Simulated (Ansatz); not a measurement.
# W3N4: the cost of one run

Computed with Ansatz 0.2.0 (DFT PBE, scalar-relativistic, plane waves, PAW, unless a step's input says otherwise).

## 1. The structure to begin with

It takes space group Pm-3m (No. 221, cubic). The conventional cell has a = 4.122 Å, b = 4.122 Å, c = 4.122 Å, α = 90.00°, β = 90.00°, γ = 90.00°. Around W (site symmetry 4/mmm) lie 6 N at 2.06 Å. Around N (site symmetry m-3m) lie 6 W at 2.06 Å. N (site symmetry 4/mmm) is surrounded by 4 W at 2.06 Å.

As a file:

```xyz
56
Lattice="8.2440 0.0000 0.0000 0.0000 8.2440 0.0000 0.0000 0.0000 8.2440" Properties=species:S:1:pos:R:3 pbc="T T T"
W     2.0610    2.0610    0.0000
W     2.0610    2.0610    4.1220
W     2.0610    6.1830    0.0000
W     2.0610    6.1830    4.1220
W     6.1830    2.0610    0.0000
W     6.1830    2.0610    4.1220
W     6.1830    6.1830    0.0000
W     6.1830    6.1830    4.1220
W     0.0000    2.0610    2.0610
W     0.0000    2.0610    6.1830
W     0.0000    6.1830    2.0610
W     0.0000    6.1830    6.1830
W     4.1220    2.0610    2.0610
W     4.1220    2.0610    6.1830
W     4.1220    6.1830    2.0610
W     4.1220    6.1830    6.1830
W     2.0610    0.0000    2.0610
W     2.0610    0.0000    6.1830
W     2.0610    4.1220    2.0610
W     2.0610    4.1220    6.1830
W     6.1830    0.0000    2.0610
W     6.1830    0.0000    6.1830
W     6.1830    4.1220    2.0610
W     6.1830    4.1220    6.1830
N     2.0610    2.0610    2.0610
N     2.0610    2.0610    6.1830
N     2.0610    6.1830    2.0610
N     2.0610    6.1830    6.1830
N     6.1830    2.0610    2.0610
N     6.1830    2.0610    6.1830
N     6.1830    6.1830    2.0610
N     6.1830    6.1830    6.1830
N     2.0610    0.0000    0.0000
N     2.0610    0.0000    4.1220
N     2.0610    4.1220    0.0000
N     2.0610    4.1220    4.1220
N     6.1830    0.0000    0.0000
N     6.1830    0.0000    4.1220
N     6.1830    4.1220    0.0000
N     6.1830    4.1220    4.1220
N     0.0000    2.0610    0.0000
N     0.0000    2.0610    4.1220
N     0.0000    6.1830    0.0000
N     0.0000    6.1830    4.1220
N     4.1220    2.0610    0.0000
N     4.1220    2.0610    4.1220
N     4.1220    6.1830    0.0000
N     4.1220    6.1830    4.1220
N     0.0000    0.0000    2.0610
N     0.0000    0.0000    6.1830
N     0.0000    4.1220    2.0610
N     0.0000    4.1220    6.1830
N     4.1220    0.0000    2.0610
N     4.1220    0.0000    6.1830
N     4.1220    4.1220    2.0610
N     4.1220    4.1220    6.1830
```

The runs take a perfect supercell of 56 atoms; the defect goes to fractional position (0.250, 0.250, 0.000).

## 2. The perfect supercell

Input file input.yaml:

```yaml
crystal:
  lattice:
    - [8.244, 0.0, 0.0]
    - [0.0, 8.244, 0.0]
    - [0.0, 0.0, 8.244]
  atoms:
    - { symbol: W, position: [0.25, 0.25, 0.0] }
    - { symbol: W, position: [0.25, 0.25, 0.5] }
    - { symbol: W, position: [0.25, 0.75, 0.0] }
    - { symbol: W, position: [0.25, 0.75, 0.5] }
    - { symbol: W, position: [0.75, 0.25, 0.0] }
    - { symbol: W, position: [0.75, 0.25, 0.5] }
    - { symbol: W, position: [0.75, 0.75, 0.0] }
    - { symbol: W, position: [0.75, 0.75, 0.5] }
    - { symbol: W, position: [0.0, 0.25, 0.25] }
    - { symbol: W, position: [0.0, 0.25, 0.75] }
    - { symbol: W, position: [0.0, 0.75, 0.25] }
    - { symbol: W, position: [0.0, 0.75, 0.75] }
    - { symbol: W, position: [0.5, 0.25, 0.25] }
    - { symbol: W, position: [0.5, 0.25, 0.75] }
    - { symbol: W, position: [0.5, 0.75, 0.25] }
    - { symbol: W, position: [0.5, 0.75, 0.75] }
    - { symbol: W, position: [0.25, 0.0, 0.25] }
    - { symbol: W, position: [0.25, 0.0, 0.75] }
    - { symbol: W, position: [0.25, 0.5, 0.25] }
    - { symbol: W, position: [0.25, 0.5, 0.75] }
    - { symbol: W, position: [0.75, 0.0, 0.25] }
    - { symbol: W, position: [0.75, 0.0, 0.75] }
    - { symbol: W, position: [0.75, 0.5, 0.25] }
    - { symbol: W, position: [0.75, 0.5, 0.75] }
    - { symbol: "N", position: [0.25, 0.25, 0.25] }
    - { symbol: "N", position: [0.25, 0.25, 0.75] }
    - { symbol: "N", position: [0.25, 0.75, 0.25] }
    - { symbol: "N", position: [0.25, 0.75, 0.75] }
    - { symbol: "N", position: [0.75, 0.25, 0.25] }
    - { symbol: "N", position: [0.75, 0.25, 0.75] }
    - { symbol: "N", position: [0.75, 0.75, 0.25] }
    - { symbol: "N", position: [0.75, 0.75, 0.75] }
    - { symbol: "N", position: [0.25, 0.0, 0.0] }
    - { symbol: "N", position: [0.25, 0.0, 0.5] }
    - { symbol: "N", position: [0.25, 0.5, 0.0] }
    - { symbol: "N", position: [0.25, 0.5, 0.5] }
    - { symbol: "N", position: [0.75, 0.0, 0.0] }
    - { symbol: "N", position: [0.75, 0.0, 0.5] }
    - { symbol: "N", position: [0.75, 0.5, 0.0] }
    - { symbol: "N", position: [0.75, 0.5, 0.5] }
    - { symbol: "N", position: [0.0, 0.25, 0.0] }
    - { symbol: "N", position: [0.0, 0.25, 0.5] }
    - { symbol: "N", position: [0.0, 0.75, 0.0] }
    - { symbol: "N", position: [0.0, 0.75, 0.5] }
    - { symbol: "N", position: [0.5, 0.25, 0.0] }
    - { symbol: "N", position: [0.5, 0.25, 0.5] }
    - { symbol: "N", position: [0.5, 0.75, 0.0] }
    - { symbol: "N", position: [0.5, 0.75, 0.5] }
    - { symbol: "N", position: [0.0, 0.0, 0.25] }
    - { symbol: "N", position: [0.0, 0.0, 0.75] }
    - { symbol: "N", position: [0.0, 0.5, 0.25] }
    - { symbol: "N", position: [0.0, 0.5, 0.75] }
    - { symbol: "N", position: [0.5, 0.0, 0.25] }
    - { symbol: "N", position: [0.5, 0.0, 0.75] }
    - { symbol: "N", position: [0.5, 0.5, 0.25] }
    - { symbol: "N", position: [0.5, 0.5, 0.75] }
basis:
  ecutwfc: 420
  fft_grid_basis: typed
kpoints:
  mp_grid: { grid: [2, 2, 2] }
hamiltonian:
  xc: pbe
  pseudopotentials: { kind: paw }
scf:
  occupations: { method: gaussian, width: 0.05 }
output:
  forces: true
  stress: false
  eigenvalues: true
  bader: false
  write_density: true
  volumetric_format: npy
```

Launch:

```console
ansatz run input.yaml --threads 8 --pin off --max-ram 16384MiB --backend cpu --events-out ev --progress --plain --runs-dir out
```

**Question.** How long does this run take on 8 threads of Arm Neoverse V2, shared host, and how much memory does it need?

About 6.4 s, with a peak of 3.2 GiB.
